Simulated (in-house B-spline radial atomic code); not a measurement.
# Br⁴⁺: excited configurations

How much energy does it take to promote electrons of Br⁴⁺ to other shells? Each configuration is solved by itself and compared with the reference.

The numbers are computed with in-house B-spline radial atomic code version 1 (non-relativistic BHandHLYP, spin-polarised, spherical density, exact exchange averaged over the configuration, point nucleus, basis-set limit), except any that are marked as measured or tabulated.

**1. Starting point**

- element: bromine (Z = 35)
- charge: +4
- electrons: 31
- configuration: [Ar] 3d10 4s2 4p1
- Hamiltonian: non-relativistic
- nucleus: point

The outer shells:

[Ar] 3d10 4s2 4p1
```
[Ar] core
3d [↑↓][↑↓][↑↓][↑↓][↑↓]
4s [↑↓]
4p [↑ ][  ][  ]
```

Where spins are not typed, each open shell is filled with up spins first.

Settings of the run:

```ini
Z = 35
electrons = 31.0
configuration = [Ar] 3d10 4s2 4p1
hamiltonian = nr
method = bhandhlyp
spin_polarised = True
exact_exchange = averaged over the configuration
```

This reference run was done before. Its total energy is -2569.939922 hartree, and its levels are (the highest eight at most):

```csv
orbital,occupation,energy (eV),<r> (bohr)
3s down,1,-303.16,0.5599
3p up,3,-241.79,0.5669
3p down,3,-241.49,0.5669
3d up,5,-132.23,0.5818
3d down,5,-132.03,0.5808
4s up,1,-70.367,1.538
4s down,1,-68.166,1.540
4p up,1,-55.991,1.705
```

**2. [Ar] 3d9 4s2 4p1 4f1**

Settings of the run:

```ini
Z = 35
electrons = 31.0
configuration = [Ar] 3d9 4s2 4p1 4f1
hamiltonian = nr
method = bhandhlyp
spin_polarised = True
exact_exchange = averaged over the configuration
```

Launch:

```sh
> python run_scf.py task.json out
```

One command runs all members of the session, one after another, from task.json.

**3. Run with [Ar] 3d10 4s1 4p2**

Changes to the settings of step 2:

```diff
@@ -2,3 +2,3 @@
 electrons = 31.0
-configuration = [Ar] 3d9 4s2 4p1 4f1
+configuration = [Ar] 3d10 4s1 4p2
 hamiltonian = nr
```

**4. Run with [Ne] 3s2 3p5 3d10 4s2 4p1 4d1**

Changes to the settings of step 3:

```diff
@@ -2,3 +2,3 @@
 electrons = 31.0
-configuration = [Ar] 3d10 4s1 4p2
+configuration = [Ne] 3s2 3p5 3d10 4s2 4p1 4d1
 hamiltonian = nr
```

**5. Configuration [Ar] 3d10 4s2 4d1**

Settings of the run:

```ini
Z = 35
electrons = 31.0
configuration = [Ar] 3d10 4s2 4d1
hamiltonian = nr
method = bhandhlyp
spin_polarised = True
exact_exchange = averaged over the configuration
```

**6. [Ar] 3d10 4s2 5p1**

Changes to the settings of step 5:

```diff
@@ -2,3 +2,3 @@
 electrons = 31.0
-configuration = [Ar] 3d10 4s2 4d1
+configuration = [Ar] 3d10 4s2 5p1
 hamiltonian = nr
```

**7. [Ar] 3d10 4s2 4f1**

Changes to the settings of step 6:

```diff
@@ -2,3 +2,3 @@
 electrons = 31.0
-configuration = [Ar] 3d10 4s2 5p1
+configuration = [Ar] 3d10 4s2 4f1
 hamiltonian = nr
```

Q: How far above the reference does each configuration lie (order and size, in eV)?

The runs gave:

| net move | configuration | 2|M_S|+1 | energy above the reference (eV) | largest <r> (bohr) |
| --- | --- | --- | --- | --- |
| 4s → 4p | [Ar] 3d10 4s1 4p2 | 4 | 10.904 | 1.68 |
| 4p → 4d | [Ar] 3d10 4s2 4d1 | 2 | 21.398 | 2.22 |
| 4p → 5p | [Ar] 3d10 4s2 5p1 | 2 | 30.846 | 3.53 |
| 4p → 4f | [Ar] 3d10 4s2 4f1 | 2 | 36.429 | 3.26 |
| 3d → 4f | [Ar] 3d9 4s2 4p1 4f1 | 4 | 113.58 | 3.11 |
| 3p → 4d | [Ne] 3s2 3p5 3d10 4s2 4p1 4d1 | 4 | 206.16 | 2.08 |

What this shows: At the bottom stands 4s → 4p (10.904 eV), at the top 3p → 4d (206.16 eV). 2 of them lie more than 60 % above minus the reference's highest level (55.991 eV), in the range where a state can decay by emitting an electron. The reference has 2|M_S|+1 = 2; 3 of the configurations differ from it in spin. These are spherical averages at the typed spins, not spectroscopic levels.
